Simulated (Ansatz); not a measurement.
# Hf2Pd2Se2Br2O3 (P-3m1) in Ansatz: notebook, part 2 of 2

Ansatz 0.2.0. Earlier steps stand in the parts before.

## Step 3: Electric field gradients, PBE

File input.yaml:

```yaml
crystal:
  lattice:
    - [3.72613, 0.0, 0.0]
    - [-1.86306, 3.22692, 0.0]
    - [0.0, 0.0, 17.00867]
  atoms:
    - { symbol: Hf, position: [0.66667, 0.33333, 0.93385] }
    - { symbol: Hf, position: [0.33333, 0.66667, 0.06615] }
    - { symbol: Pd, position: [0.0, 0.0, 0.30298] }
    - { symbol: Pd, position: [0.0, 0.0, 0.69702] }
    - { symbol: Se, position: [0.33333, 0.66667, 0.22649] }
    - { symbol: Se, position: [0.66667, 0.33333, 0.77351] }
    - { symbol: Br, position: [0.66667, 0.33333, 0.39862] }
    - { symbol: Br, position: [0.33333, 0.66667, 0.60138] }
    - { symbol: O, position: [0.33333, 0.66667, 0.92689] }
    - { symbol: O, position: [0.66667, 0.33333, 0.07311] }
    - { symbol: O, position: [0.0, 0.0, 0.0] }
kpoints:
  mp_grid: { grid: [8, 8, 2] }
scf:
  occupations: { method: fermi_dirac, width: 0.05 }
hamiltonian:
  xc: pbe
  pseudopotentials: { kind: all_electron, datasets: crystal }
output:
  forces: true
  stress: true
  eigenvalues: true
  efg: {}
  elf: true
  volumetric_format: npy
```

Potentials or basis: all-electron PAW datasets made for the crystal.

Command:

```bash
ansatz run input.yaml --threads 8 --pin off --max-ram 24576MiB --backend cpu --events-out ev --progress --plain --runs-dir out
```

Standard output:

```text
Warning: the atoms were moved onto the symmetric positions of the space group found under crystal.symmetry.tolerance 1.0e-5 (fractional; no operation is sought that the atoms, as they stand in a round, miss by more than twice it, and no atom is moved by as much as it), and the run uses the moved positions. Before a round's move an operation carried an atom to 3.73e-5 Å from where it should land, the largest such distance. Atom 0 (counting from 0) moved farthest, by 2.15e-5 Å; the longest move in fractions of the cell, of whichever atom, is 0.47 of the tolerance, in 1 round. To run the atoms as typed, lower crystal.symmetry.tolerance until the operations that they miss are no longer found, or set crystal.symmetry.detect: false (a key that needs symmetry detection or time reversal refuses this as the deck is read). The positions used, in the order of the run's atom list: position: [0.6666666666666666, 0.3333333333333333, 0.93385]; position: [0.3333333333333333, 0.6666666666666666, 0.06615]; position: [0.0, 0.0, 0.30298]; position: [0.0, 0.0, 0.69702]; position: [0.3333333333333333, 0.6666666666666666, 0.22649]; position: [0.6666666666666666, 0.3333333333333333, 0.77351]; position: [0.6666666666666666, 0.3333333333333333, 0.39862]; position: [0.3333333333333333, 0.6666666666666666, 0.60138]; position: [0.3333333333333333, 0.6666666666666666, 0.92689]; position: [0.6666666666666666, 0.3333333333333333, 0.07311]; position: [0.0, 0.0, 0.0]; The lattice was moved too: crystal.lattice keeps the space group found at crystal.symmetry.tolerance 1.0e-5 only nearly: the operation that it misses by the most changes a squared length by the fraction 3.29e-6. The run uses the lattice that is a stretch of the typed one, with no rotation, onto the one that keeps every operation to a double's rounding (on a very oblique basis the stretch itself rounds by more); the deck's lattice vector that moved farthest moved by 3.44e-6 Å. To run the lattice as typed, set crystal.symmetry.tolerance under 1.88e-7, the least fraction by which an operation that the lattice misses changes a squared length (the same key also sets how far an atom may lie from its image, so lowering it can lose operations that the atoms keep only within it), or set crystal.symmetry.detect: false, as for the atoms. crystal.lattice made exact, in Å and degrees: [[3.726128130654974, -2.886751346029518e-6, 0.0], [-1.8630615653274871, 3.2269230622787024, 0.0], [0.0, 0.0, 17.00867]]. Pasted over the deck's crystal.lattice, beside positions in fractional coordinates, it runs the same cell (given as lengths and angles, that cell in the form's own orientation, a rigid turn of the misfit's size from the one run here, for which a checkpoint.post_process_only pass over this run's state can be refused: where this run relaxes nothing, give such a pass this deck's own crystal.lattice, as typed; behind a relaxation, as crystal.lattice, the state's own cell, identity.cell in its checkpoint.json), and a matrix so pasted ends this notice, except on a very skew basis of the lattice, where the rounding of the pasted numbers themselves can read as a misfit: the cell is then moved again, and that move is told again. The lattice as run is in this notice's lattice.as_run_ang field (Run.prep()["deck_notices"] in Python, the deck_notice line of an events file, deck_notices of ansatz run --dry-run=json, or deck_notices in record.json in the deck's checkpoint.write directory).
Warning: RAYON_NUM_THREADS=8 ignored (pool sized by the plan → 8); use --threads N
hamiltonian.pseudopotentials.datasets: crystal makes datasets for this crystal and solves the spheres of its atoms anew in each pass: cutoff 420.0 eV, the density's 1680.0 eV; for an error of 0.50 meV an atom under PBE, 5.5 meV for the cell; an energy difference from a run of another recipe may be off by several times the error for the cell, under r2SCAN by more, where some 0.1 meV an atom stays at smaller errors; O in spheres of 0.889 Å, 6 of its electrons in bands; Se in spheres of 1.180 Å, 16 of its electrons in bands; Br in spheres of 1.360 Å, 7 of its electrons in bands; Pd in spheres of 1.328 Å, 18 of its electrons in bands; Hf in spheres of 1.259 Å, 26 of its electrons in bands
band count auto-derived: 93 (N_el = 152.0; filled up to band 76; 92 by the electrons, moments and atoms)
Pd, Hf: output.efg is read without spin–orbit coupling, which moves field gradients at and beside such atoms by some per cent and up to a factor of two; PAW files take it under magnetization.noncollinear and magnetization.spin_orbit
Engine: ansatz 0.2.0, x86_64-unknown-linux-gnu
Pseudopotentials: kind: all_electron
[... 113 lines left out ...]
  atom  10  O  V_zz =    +1.169561   η = 0.0000   by run symmetry: allowed
            electrostatic potential = -625.168217 V   contact ρ = 2157.876008 e/Å³
  atom  11  O  V_zz =    -1.105870   η = 0.0000   by run symmetry: allowed
            electrostatic potential = -625.788125 V   contact ρ = 2158.290131 e/Å³
--- Band table (eV; the first three rows and the last of 20) ---
  k-point 0: bands = ["-72.0415", "-72.0415", "-50.7895", "-50.7489", "-37.7975", "-37.7975", "-37.7768", "-37.7768", "-37.7768", "-37.7768", "-35.6631", "-35.6631", "-35.6631", "-35.6631", "-35.6111", "-35.6111", "-35.6111", "-35.6111", "-35.5947", "-35.5947", "-19.6697", "-19.4333", "-19.4333", "-19.3121", "-19.3121", "-19.2821", "-8.2716", "-7.4375", "-5.6214", "-2.8924", "-2.7907", "-1.2603", "-1.2579", "-0.7197", "-0.7197", "-0.7167", "-0.7150", "-0.7150", "-0.6870", "-0.6870", "-0.6784", "-0.6784", "-0.6746", "-0.6687", "-0.6627", "-0.6451", "-0.5630", "4.8759", "4.8759", "6.0221", "6.0221", "6.3956", "6.7436", "7.3603", "7.5726", "7.9805", "7.9805", "7.9859", "7.9859", "8.2365", "9.2667", "9.2667", "9.4672", "9.7889", "9.7889", "9.7891", "9.7891", "10.3490", "10.4044", "10.8341", "11.0861", "11.0861", "11.1576", "11.1576", "12.7683", "12.7683", "13.4334", "13.4334", "14.0621", "14.0621", "15.3244", "15.4964", "16.2094", "16.2094"]
  k-point 1: bands = ["-72.0415", "-72.0415", "-50.7895", "-50.7489", "-37.7975", "-37.7975", "-37.7768", "-37.7768", "-37.7768", "-37.7768", "-35.6631", "-35.6631", "-35.6631", "-35.6631", "-35.6111", "-35.6111", "-35.6111", "-35.6111", "-35.5947", "-35.5947", "-19.6697", "-19.4333", "-19.4333", "-19.3121", "-19.3121", "-19.2821", "-8.2716", "-7.4375", "-5.6214", "-2.8928", "-2.7902", "-1.2693", "-1.2491", "-0.7197", "-0.7197", "-0.7168", "-0.7150", "-0.7150", "-0.6870", "-0.6870", "-0.6784", "-0.6784", "-0.6745", "-0.6687", "-0.6627", "-0.6451", "-0.5629", "4.8759", "4.8759", "6.0221", "6.0221", "6.3321", "6.8707", "7.3973", "7.5074", "7.9825", "7.9825", "7.9839", "7.9839", "8.1066", "9.2667", "9.2667", "9.7315", "9.7886", "9.7886", "9.7895", "9.7895", "10.1943", "10.4270", "10.7731", "11.1080", "11.1080", "11.1339", "11.1339", "12.7807", "12.7807", "13.4120", "13.4120", "14.0741", "14.0741", "15.4781", "15.6475", "16.2079", "16.2079"]
  k-point 2: bands = ["-72.0415", "-72.0415", "-50.7873", "-50.7494", "-37.7974", "-37.7974", "-37.7778", "-37.7778", "-37.7771", "-37.7771", "-35.6631", "-35.6631", "-35.6631", "-35.6631", "-35.6112", "-35.6112", "-35.6111", "-35.6111", "-35.5947", "-35.5947", "-19.6722", "-19.4937", "-19.4460", "-19.3352", "-19.3127", "-19.2659", "-8.1083", "-7.3550", "-5.7408", "-2.8169", "-2.7192", "-1.1952", "-1.1943", "-0.7206", "-0.7199", "-0.7133", "-0.7132", "-0.7123", "-0.6915", "-0.6887", "-0.6792", "-0.6791", "-0.6712", "-0.6707", "-0.6658", "-0.6468", "-0.5811", "5.0377", "5.1558", "5.6680", "6.1711", "6.4452", "6.8988", "7.2185", "7.7148", "7.7939", "7.9359", "8.0340", "8.0403", "8.5734", "8.8833", "9.1057", "9.4682", "9.4831", "9.6551", "9.6607", "9.7423", "10.1256", "10.2247", "10.7091", "10.9960", "11.1417", "11.1933", "11.2055", "12.7270", "12.8229", "12.8413", "13.2889", "13.8659", "14.0396", "15.5806", "15.9234", "16.1259", "16.1590"]
  k-point 19: bands = ["-72.0411", "-72.0411", "-50.7660", "-50.7604", "-37.7971", "-37.7971", "-37.7832", "-37.7832", "-37.7809", "-37.7809", "-35.6635", "-35.6635", "-35.6629", "-35.6629", "-35.6116", "-35.6116", "-35.6105", "-35.6105", "-35.5946", "-35.5946", "-19.7369", "-19.7203", "-19.6042", "-19.3692", "-19.3227", "-19.2986", "-6.8904", "-6.8618", "-6.4191", "-2.2866", "-2.2711", "-0.7689", "-0.7650", "-0.7264", "-0.7178", "-0.7122", "-0.7122", "-0.7052", "-0.6997", "-0.6881", "-0.6833", "-0.6824", "-0.6784", "-0.6755", "-0.6698", "-0.5522", "-0.5439", "4.7845", "4.9522", "6.4137", "6.6366", "6.8279", "7.3830", "7.4335", "7.5472", "7.7338", "7.7371", "8.0761", "8.1753", "8.3221", "8.3804", "8.4638", "8.4999", "8.6712", "9.0808", "9.2351", "9.3777", "9.6200", "10.1710", "10.1771", "10.5524", "10.5656", "10.7569", "10.7894", "11.9447", "12.2631", "12.4785", "12.6713", "12.7303", "14.2888", "14.9426", "15.5628", "15.9796", "16.4613"]
```

Run time: 39 s. Hardware: 8 threads of AMD EPYC 7R43 (Zen 3), shared host; peak memory 3.6 GiB.

Results:

```yaml
Free_energy: -1375368.9246 eV
Pressure: 0.0 GPa
Largest_force: 0.049 eV/Å
Band_gap_on_the_k_mesh: none (metal or under the smearing width)
```

Forces on the atoms (eV/Å):
```
Hf   0.000  0.000  0.049
Hf   0.000  0.000 -0.049
Pd   0.000  0.000 -0.014
Pd   0.000  0.000  0.014
Se   0.000  0.000  0.013
Se   0.000  0.000 -0.013
Br   0.000  0.000  0.002
Br   0.000  0.000 -0.002
O    0.000  0.000 -0.026
O    0.000  0.000  0.026
O    0.000  0.000  0.000
```

Levels at points of the mesh, in eV from the Fermi level:
| k point | band 74 | band 75 | band 76 | band 77 | band 78 | band 79 |
| --- | --- | --- | --- | --- | --- | --- |
| (0.00, 0.00, 0.00) | -1.46 | 0.15 | 0.15 | 0.81 | 0.81 | 1.44 |
| (0.00, 0.00, -0.50) | -1.48 | 0.16 | 0.16 | 0.79 | 0.79 | 1.46 |
| (0.00, -0.50, 0.00) | -2.03 | -0.05 | 0.11 | 0.20 | 0.48 | 0.89 |
| (0.00, -0.50, -0.50) | -2.03 | 0.02 | 0.04 | 0.25 | 0.41 | 0.88 |

Caveat: this functional lacks dispersion, which binds the layers, so the pressure and a relaxed spacing across them are unreliable. The run has no spin-orbit coupling, so splittings on Hf are missing.
